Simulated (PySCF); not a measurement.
**2-Methylpyridine-N-oxide: geometry, NMR shifts, spin-spin couplings and electronic excitations**

Wanted: the NMR shifts, spin-spin couplings and electronic excitations of 2-Methylpyridine-N-oxide (`Cc1cccc[n+]1[O-]`), by calculation.

Programs: PySCF 2.14.0, with density-fitted response routines of our own. Each step states its level of theory. These are calculated values for one molecule in the gas phase, unless marked as measured. Atoms count from 0, in the outputs and in this text.

**1. The molecule as given**

15 atoms, charge 0, multiplicity 1; geometry from: GFN2-xTB.

Bonds of the start (Å): C0–C1 1.49, C1–C2 1.38, C2–C3 1.39, C3–C4 1.39, C4–C5 1.37, C5–N6 1.35, N6–O7 1.26, N6–C1 1.36, C0–H8 1.09, C0–H9 1.09, C0–H10 1.09, C2–H11 1.08, C3–H12 1.08, C4–H13 1.08, C5–H14 1.08.

**2. Geometry optimisation at PBE0-D3(BJ)/def2-SVP**

What the job is given:

```
{"job": {"xc": "PBE0", "basis": "def2-SVP", "d3": "d3bj", "grid": 1, "kind": "geom"}, "charge": 0, "multiplicity": 1}
C     -2.151127    -0.197382    -0.219300
C     -0.670800    -0.128763    -0.077891
C      0.167385    -1.220964    -0.145978
C      1.539124    -1.078896    -0.004720
C      2.042274     0.194937     0.207097
C      1.181114     1.264217     0.269075
N     -0.155675     1.117867     0.130187
O     -0.918486     2.116761     0.192096
H     -2.621999     0.209786     0.675649
H     -2.484476    -1.217196    -0.381921
H     -2.467557     0.434225    -1.049610
H     -0.267581    -2.194171    -0.312860
H      2.191882    -1.934414    -0.058228
H      3.100870     0.362769     0.324139
H      1.510639     2.279215     0.430354
```

**Question.** This job is followed by: GIAO PBE0/pcSseg-1 NMR shielding, non-relativistic, gas phase; B3LYP/pcJ-1 indirect spin-spin coupling, non-relativistic, gas phase; TDDFT CAM-B3LYP/def2-SVPD, vertical, gas phase, core orbitals frozen in the response; GIAO B3LYP/pcSseg-1 NMR shielding, non-relativistic, gas phase. Predict these results of the whole session: point group; rotational constants (main isotopes); ¹³C shifts against TMS (PBE0/pcSseg-1); ¹H shifts against TMS (PBE0/pcSseg-1, means over atoms taken as alike); ¹⁵N shifts against NH3 (PBE0/pcSseg-1); ¹⁷O shifts against H2O (PBE0/pcSseg-1); largest coupling of the table (B3LYP/pcJ-1); lowest singlet (CAM-B3LYP/def2-SVPD); brightest single state of those computed; lowest triplet; vertical ionisation energy (ΔSCF); vertical electron affinity (ΔSCF); range of the shift of O7.

As calculated:

| quantity | value |
| --- | --- |
| point group | Cs |
| rotational constants (main isotopes) | 3.57, 2.29, 1.41 GHz |
| ¹³C shifts against TMS (PBE0/pcSseg-1) | 155.9, 144.8, 130.7, 128.8, 122.4, 20.5 ppm |
| ¹H shifts against TMS (PBE0/pcSseg-1, means over atoms taken as alike) | 8.25, 7.21, 7.10, 6.79, 2.41 ppm |
| ¹⁵N shifts against NH3 (PBE0/pcSseg-1) | 340.0 ppm |
| ¹⁷O shifts against H2O (PBE0/pcSseg-1) | 478.2 ppm |
| largest coupling of the table (B3LYP/pcJ-1) | ¹J(C,H) C5–H14, 193.9 Hz |
| lowest singlet (CAM-B3LYP/def2-SVPD) | 4.52 eV (274 nm), f = 0.035 |
| brightest single state of those computed | state 8, 6.80 eV, f = 0.419 |
| lowest triplet | 2.71 eV |
| vertical ionisation energy (ΔSCF) | 8.15 eV |
| vertical electron affinity (ΔSCF) | -0.49 eV (unbound: the value hangs on the basis) |
| range of the shift of O7 | 478.2 to 490.8 ppm |

In words: The optimisation took 4 steps and gained 0.042 eV; among the close pairs (by a distance rule), C5–N6 changed most, from 1.352 to 1.367 Å. At PBE0/pcSseg-1: The largest span, 679 ppm, is at O7, where the paramagnetic term is -542 ppm. NICS(1)zz of -22 ppm above the planar ring from C1 marks a diatropic (aromatic) ring current. Of the pairs tabulated at B3LYP/pcJ-1, C5–H14 couples most strongly (193.9 Hz; Fermi contact 192.9 Hz). The lowest singlet, at 4.52 eV, is HOMO→LUMO+1 0.69, HOMO→LUMO 0.17 and is weak; of the 10 states computed, the strongest absorption comes from state 8 at 6.80 eV. The lowest triplet lies 1.81 eV below the lowest singlet (triplets in Tamm-Dancoff, singlets in full TDDFT). The orbital energy would give 7.54 eV for ionisation, ΔSCF gives 8.15 eV. Across the 2 runs the shift of O7 moves most, between 478.2 (PBE0/pcSseg-1) and 490.8 ppm (B3LYP/pcSseg-1).
